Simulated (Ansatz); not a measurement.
**InH₂Cl: single points off equilibrium**

A test off equilibrium: a structure displaced at random from a GFN2-xTB minimum is computed at several levels, and each is set against CCSD(T).

Method: single points in def2-TZVPP; program: Ansatz 0.2.0, Gaussian basis.

Cores are frozen in the correlated methods. Filled d shells of the heavier atoms are correlated. Core potentials replace the inner electrons past krypton, and spin-orbit coupling is left out.

**1. The system as given**

SMILES `[Cl][InH2]`, 4 atoms, charge 0, spin multiplicity 1.

Atoms are counted from 1 here; the program's logs count them from 0.

Bond lengths: Cl1–In2 2.323 Å, In2–H3 1.669 Å, In2–H4 1.801 Å. Angles: Cl1–In2–H3 118.6°, Cl1–In2–H4 122.6°, H3–In2–H4 118.7°.

Coordinates:

```
Cl   -1.8120    0.8078   -0.9414
In    0.1339    0.0131    0.0466
H     0.5305   -1.5962   -0.1512
H     1.2798    1.0844    0.9307
```

**2. CCSD(T)/def2-TZVPP**

File run/in.yaml:

```yaml
crystal:
  periodic: [false, false, false]
  atoms:
    - {symbol: Cl, position_ang: [-1.812000, 0.807800, -0.941400]}
    - {symbol: In, position_ang: [0.133900, 0.013100, 0.046600]}
    - {symbol: H, position_ang: [0.530500, -1.596200, -0.151200]}
    - {symbol: H, position_ang: [1.279800, 1.084400, 0.930700]}
basis:
  gaussian: {orbitals: def2-TZVPP}
correlation: {method: ccsd_t}
output: {forces: true}
```

No record of the launch command was kept for these runs.

**3. PBE0-D4/def2-TZVPP**

Edit run/in.yaml of step 2 so:

```diff
@@ -9,3 +9,3 @@
   gaussian: {orbitals: def2-TZVPP}
-correlation: {method: ccsd_t}
-output: {forces: true}
+hamiltonian: {xc: pbe0, dispersion: d4}
+output: {forces: true, orbitals: {seedname: orbitals}}
```

**4. wB97M-V/def2-TZVPP**

Edit run/in.yaml of step 3 so:

```diff
@@ -9,3 +9,3 @@
   gaussian: {orbitals: def2-TZVPP}
-hamiltonian: {xc: pbe0, dispersion: d4}
-output: {forces: true, orbitals: {seedname: orbitals}}
+hamiltonian: {xc: {name: wB97M-V}}
+output: {forces: true}
```

**5. r2SCAN-D4/def2-TZVPP**

Edit run/in.yaml of step 4 so:

```diff
@@ -9,3 +9,3 @@
   gaussian: {orbitals: def2-TZVPP}
-hamiltonian: {xc: {name: wB97M-V}}
+hamiltonian: {xc: r2scan, dispersion: d4}
 output: {forces: true}
```

**6. PBE-D4/def2-TZVPP**

Edit run/in.yaml of step 5 so:

```diff
@@ -9,3 +9,3 @@
   gaussian: {orbitals: def2-TZVPP}
-hamiltonian: {xc: r2scan, dispersion: d4}
+hamiltonian: {xc: pbe, dispersion: d4}
 output: {forces: true}
```

**7. revPBE-D4/def2-TZVPP**

Edit run/in.yaml of step 6 so:

```diff
@@ -9,3 +9,3 @@
   gaussian: {orbitals: def2-TZVPP}
-hamiltonian: {xc: pbe, dispersion: d4}
+hamiltonian: {xc: {name: revPBE}, dispersion: d4}
 output: {forces: true}
```

**8. r2SCAN0-D4/def2-TZVPP**

Edit run/in.yaml of step 7 so:

```diff
@@ -9,3 +9,3 @@
   gaussian: {orbitals: def2-TZVPP}
-hamiltonian: {xc: {name: revPBE}, dispersion: d4}
+hamiltonian: {xc: {name: r2SCAN0}, dispersion: d4}
 output: {forces: true}
```

(Steps that only read results are left out.)

**Question.** What will these runs give? Wanted: energy less free atoms, CCSD(T)/def2-TZVPP; RMS force component; RMS force error; HOMO and LUMO, PBE0-D4; T1 diagnostic.

The runs gave:

| quantity | value |
| --- | --- |
| energy less free atoms, CCSD(T)/def2-TZVPP | -8.390 eV |
| RMS force component | 0.519 to 0.543 eV/Å over the methods |
| RMS force error | PBE0-D4 0.032, wB97M-V 0.023, r2SCAN-D4 0.027, PBE-D4 0.120, revPBE-D4 0.165, r2SCAN0-D4 0.042 eV/Å |
| HOMO and LUMO, PBE0-D4 | -8.17 and -1.97 eV |
| T1 diagnostic | 0.014 |

What this shows: Against CCSD(T) the functionals' energies less atoms differ by -0.243 to +0.226 eV, PBE-D4 by +0.013 eV. A larger basis would deepen the CCSD(T) value, while the functionals are nearly converged already, so the order here is not reliable. On forces the order runs from wB97M-V to revPBE-D4. Frozen-core CCSD(T) forces in triple zeta carry basis errors of their own, and this is one geometry, so small gaps rank nothing.
